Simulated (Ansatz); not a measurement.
Run this with the Ansatz DFT code, driven from Python and show what comes out.

The script, `smear_ti3ga.py`:
```python
import ansatz as az
from tabulate import tabulate


def main() -> None:
    xtal = (
        az.Lattice.fcc(6.395484)
        .space_group(225)
        .atom('Ti', (0.25, 0.25, 0.75))
        .atom('Ti', (0.0, 0.0, 0.0))
        .atom('Ga', (0.5, 0.0, 0.0))
        .primitive()
    )

    model = (
        xtal.calculation()
        .functional('lda')
        .kpoints(6)
        .pseudopotentials('paw')
        .stress()
    )

    rows = []
    for value in [0.5, 0.3, 0.2, 0.1]:
        data = model.occupations('gaussian', width=value).run(threads=1).report
        rows.append((value, data['free_energy_ev'] / len(data['lattice']['sites']), data['n_iterations'], sum(data['stress_gpa'][i][i] for i in range(3)) / 3, data['n_kpoints']))

    print(tabulate(rows, headers=['width (eV)', 'F/atom (eV)', 'iterations', 'P (GPa)', 'k-points'], floatfmt='.4f', tablefmt='plain'))

    for row in rows[:-1]:
        shift = 1000 * (row[1] - rows[-1][1])
        print(f'{row[0]}: {shift:+.2f} meV/atom' + ('  (within 1 meV)' if abs(shift) < 1 else ''))


if __name__ == '__main__':
    main()
```

```console
$ python smear_ti3ga.py
DeckWarning: basis.ecutwfc = 420 eV, auto-derived from the records' recommended cutoffs: set by Ti (normal level)
  width (eV)    F/atom (eV)    iterations    P (GPa)    k-points
      0.5000     -2764.7687             7    -7.8093          16
      0.3000     -2764.7057             7    -8.5309          16
      0.2000     -2764.6849             7    -8.8180          16
      0.1000     -2764.6714             7    -8.9901          16
0.5: -97.27 meV/atom
0.3: -34.34 meV/atom
0.2: -13.52 meV/atom
```
(Warnings from the package without file and line.)

Going from 0.1 to 0.5 eV changes F by -97.3 meV an atom. With this scheme F falls roughly as the square of the width; the report's estimate for zero width (energy_sigma0_ev) moves by only -8.0 meV. The pressure moves from -8.99 to -7.81 GPa.

Caveats:
- Spin is left out of this run.
- For a metal this k-point mesh is coarse: on a finer one energies can move by several to tens of meV an atom and pressures by half a GPa or more, differences at one mesh by less.
- The free energy holds a sizeable smearing term, which stands for no physical temperature.
- The narrowest width needs the finest mesh, so the last row is no converged reference.
- Pressure is positive in compression.
- At these settings the cell as given stands under about -8 GPa, so it isn't at this functional's equilibrium volume.
- This cell is a computed structure, which may not be the phase found in nature.
- Run time: 7.7 s on 1 thread of Arm Neoverse V1, on a shared host, peak memory 0.4 GiB.

(Lines on the test bed's own set-up are left out of the output.)
